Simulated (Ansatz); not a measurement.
# C3H8Si2: the cost of one run

All numbers below are computed with Ansatz 0.2.0 (RKS PBE0/cc-pVDZ).

## 1. The structure to begin with

Bond lengths: C1–C2 1.139 Å, C2–C3 1.454 Å, C3–Si4 1.956 Å, C3–Si5 1.872 Å, C1–H6 1.137 Å, C3–H7 1.102 Å, Si4–H8 1.484 Å, Si4–H9 1.415 Å, Si4–H10 1.535 Å, Si5–H11 1.523 Å, Si5–H12 1.448 Å, Si5–H13 1.428 Å. Angles (14 of 20 angles, heavy atoms first): C1–C2–C3 179.5°, C2–C3–Si4 114.4°, C2–C3–Si5 115.3°, Si4–C3–Si5 103.3°, C2–C1–H6 177.0°, C2–C3–H7 111.1°, Si4–C3–H7 103.5°, Si5–C3–H7 108.2°, C3–Si4–H8 109.2°, C3–Si4–H9 113.2°, C3–Si4–H10 108.4°, C3–Si5–H11 111.1°, C3–Si5–H12 109.3°, C3–Si5–H13 112.3°.

Structure file:

```xyz
13

C    -2.1135    1.6130   -0.0031
C    -1.1729    1.0118   -0.2271
C     0.0205    0.2344   -0.5180
Si    1.4970    0.5204    0.7324
Si   -0.2109   -1.6234   -0.4952
H    -3.0429    2.2451    0.1701
H     0.4507    0.5163   -1.4927
H     1.8312    1.9661    0.7695
H     2.6593   -0.2140    0.3987
H     1.0303    0.1079    2.1355
H    -0.6809   -2.1010    0.8727
H    -1.2254   -1.9904   -1.4605
H     0.9778   -2.3209   -0.8674
```

## 2. Relaxing end A

Contents of input.yaml:

```yaml
crystal:
  periodic: [false, false, false]
  atoms:
    - { symbol: C, position_ang: [-2.1135, 1.613, -0.0031] }
    - { symbol: C, position_ang: [-1.1729, 1.0118, -0.2271] }
    - { symbol: C, position_ang: [0.0205, 0.2344, -0.518] }
    - { symbol: Si, position_ang: [1.497, 0.5204, 0.7324] }
    - { symbol: Si, position_ang: [-0.2109, -1.6234, -0.4952] }
    - { symbol: H, position_ang: [-3.0429, 2.2451, 0.1701] }
    - { symbol: H, position_ang: [0.4507, 0.5163, -1.4927] }
    - { symbol: H, position_ang: [1.8312, 1.9661, 0.7695] }
    - { symbol: H, position_ang: [2.6593, -0.214, 0.3987] }
    - { symbol: H, position_ang: [1.0303, 0.1079, 2.1355] }
    - { symbol: H, position_ang: [-0.6809, -2.101, 0.8727] }
    - { symbol: H, position_ang: [-1.2254, -1.9904, -1.4605] }
    - { symbol: H, position_ang: [0.9778, -2.3209, -0.8674] }
basis:
  gaussian: { orbitals: cc-pVDZ }
hamiltonian:
  xc: pbe0
relax:
  f_tol: 0.015
  max_steps: 40
```

On the command line:

```console
$ ansatz run input.yaml --threads 2 --pin off --max-ram 3072MiB --backend cpu --events-out ev --progress --plain --runs-dir out
```

**Question.** How long does this run take on 2 threads of Intel Xeon Platinum 8559C (Emerald Rapids), shared host, and how much memory does it need?

About 22 s, with a peak of 0.3 GiB.
